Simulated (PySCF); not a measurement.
# CH7GeSi radical: a look at the electrons

For CH7GeSi radical, the scripts below analyse its density (charges, bond critical points, surface potential) and see where an electron leaves and enters.

Computed with PySCF 2.14.0. Level: levels as typed in each script, gas phase, geometry from GFN2-xTB.

## (1) Starting geometry

SMILES `[SiH2][CH2][GeH3]`, 10 atoms, charge 0, spin multiplicity 2.

Bond lengths: Si1–C2 1.899 Å, Si1–H4 1.464 Å, Si1–H5 1.461 Å, C2–Ge3 1.965 Å, C2–H6 1.089 Å, C2–H7 1.091 Å, Ge3–H8 1.498 Å, Ge3–H9 1.496 Å, Ge3–H10 1.501 Å. Angles: C2–Si1–H4 112.1°, C2–Si1–H5 112.1°, H4–Si1–H5 111.7°, Si1–C2–Ge3 111.1°, Si1–C2–H6 110.5°, Si1–C2–H7 110.5°, Ge3–C2–H6 108.9°, Ge3–C2–H7 108.8°, H6–C2–H7 106.9°, C2–Ge3–H8 111.5°, C2–Ge3–H9 111.6°, C2–Ge3–H10 112.0°, H8–Ge3–H9 106.8°, H8–Ge3–H10 107.2°, H9–Ge3–H10 107.4°.

Geometry (Å):

```xyz
10
CH7GeSi
Si    2.11823    0.16979   -0.00021
C     0.58756   -0.95338    0.00008
Ge   -1.06770    0.10488    0.00011
H     2.20022    0.98722    1.21106
H     2.20168    0.98500   -1.21007
H     0.59154   -1.60362   -0.87377
H     0.59048   -1.60201    0.87755
H    -1.15279    0.99178   -1.20380
H    -1.15424    0.99398    1.20072
H    -2.29109   -0.76547   -0.00262
```

## (2) Density, bond paths and surface potential (PBE/def2-tzvp)

File input.py:

```python
import numpy as np
from pyscf import gto, scf, dft
from pyscf.scf import atom_ks, atom_hf
from scipy.linalg import block_diag

def solve(mol, dm0=None, hcore=None):
    mf = (dft.UKS if mol.spin else dft.RKS)(mol, xc='pbe')
    mf.grids.level = 3
    mf = mf.density_fit(auxbasis='def2-universal-jkfit')
    mf.conv_tol, mf.max_cycle = 1e-8, 80
    if hcore is not None:
        mf.get_hcore = lambda *args: hcore
    mf.kernel(dm0)
    if not mf.converged:
        mf = mf.newton().run(mf.mo_coeff, mf.mo_occ, max_cycle=30)
    assert mf.converged, 'SCF not converged'
    return mf

mol = gto.M(atom='''
Si     2.11823     0.16979    -0.00021
C      0.58756    -0.95338     0.00008
Ge    -1.06770     0.10488     0.00011
H      2.20022     0.98722     1.21106
H      2.20168     0.98500    -1.21007
H      0.59154    -1.60362    -0.87377
H      0.59048    -1.60201     0.87755
H     -1.15279     0.99178    -1.20380
H     -1.15424     0.99398     1.20072
H     -2.29109    -0.76547    -0.00262
''', basis='def2-tzvp', charge=0, spin=1, verbose=4)
mf = solve(mol)
mf.analyze()
# spherically averaged free atoms, for the promolecule
atm = atom_ks.get_atm_nrks(mol, xc='pbe')
pro = block_diag(*[(atm[a[0]][2] * atm[a[0]][3]) @ atm[a[0]][2].T for a in mol._atom])
np.savez('result.npz', e=mf.e_tot, c=mf.mo_coeff, occ=mf.mo_occ, eps=mf.mo_energy, pro=pro, dip=mf.dip_moment(verbose=0), s2=mf.spin_square()[0])
```

Launch:

```bash
$ OMP_NUM_THREADS=1 python input.py
```

## (4) Removing and adding an electron (CAM-B3LYP/aug-cc-pvdz)

Changes to input.py since step 2:

```diff
@@ -6,3 +6,3 @@
 def solve(mol, dm0=None, hcore=None):
-    mf = (dft.UKS if mol.spin else dft.RKS)(mol, xc='pbe')
+    mf = (dft.UKS if mol.spin else dft.RKS)(mol, xc='camb3lyp')
     mf.grids.level = 3
@@ -29,8 +29,17 @@
 H     -2.29109    -0.76547    -0.00262
-''', basis='def2-tzvp', charge=0, spin=1, verbose=4)
+''', basis='aug-cc-pvdz', charge=0, spin=1, verbose=4)
 mf = solve(mol)
-mf.analyze()
+out = dict(e0=mf.e_tot, dm0=mf.make_rdm1(), c=mf.mo_coeff, occ=mf.mo_occ, eps=mf.mo_energy)
+for name, dq, spin in [('cation', 1, 0), ('anion', -1, 0)]:
+    ion = mol.copy().set(charge=mol.charge + dq, spin=spin).build()
+    mi = solve(ion)
+    if spin and dq > 0 and mol.nao < 130:
+        c, _, stable, _ = mi.stability(return_status=True)
+        if not stable:
+            mi = solve(ion, mi.make_rdm1(c, mi.mo_occ))
+    print(name, 'vertical energy change / eV', (mi.e_tot - mf.e_tot) * 27.211386)
+    out.update({'e_' + name: mi.e_tot, 'dm_' + name: mi.make_rdm1(), 's2_' + name: mi.spin_square()[0], 'eps_' + name: mi.mo_energy, 'occ_' + name: mi.mo_occ})
 # spherically averaged free atoms, for the promolecule
-atm = atom_ks.get_atm_nrks(mol, xc='pbe')
+atm = atom_ks.get_atm_nrks(mol, xc='camb3lyp')
 pro = block_diag(*[(atm[a[0]][2] * atm[a[0]][3]) @ atm[a[0]][2].T for a in mol._atom])
-np.savez('result.npz', e=mf.e_tot, c=mf.mo_coeff, occ=mf.mo_occ, eps=mf.mo_energy, pro=pro, dip=mf.dip_moment(verbose=0), s2=mf.spin_square()[0])
+np.savez('result.npz', pro=pro, **out)
```

(Steps that only read results are left out.)

**Question.** What will these runs give? Wanted: dipole moment; HOMO, LUMO; vertical ionisation energy; vertical electron affinity.

The runs gave:

| quantity | value |
| --- | --- |
| dipole moment (PBE/def2-tzvp) | 0.81 D |
| HOMO, LUMO (PBE/def2-tzvp) | -4.71, -3.05 eV |
| vertical ionisation energy (CAM-B3LYP/aug-cc-pvdz) | 7.84 eV |
| vertical electron affinity (CAM-B3LYP/aug-cc-pvdz) | 0.72 eV |

In words: At PBE/def2-tzvp: The highest Hirshfeld charge is on Ge3 (+0.28 e), the lowest on C2 (−0.22 e). The ionisation energy from two SCF runs, 7.84 eV, lies 0.9 eV above −ε(HOMO) = 6.92 eV of the same level, CAM-B3LYP/aug-cc-pvdz. All values hold at the given geometry, in the gas phase.
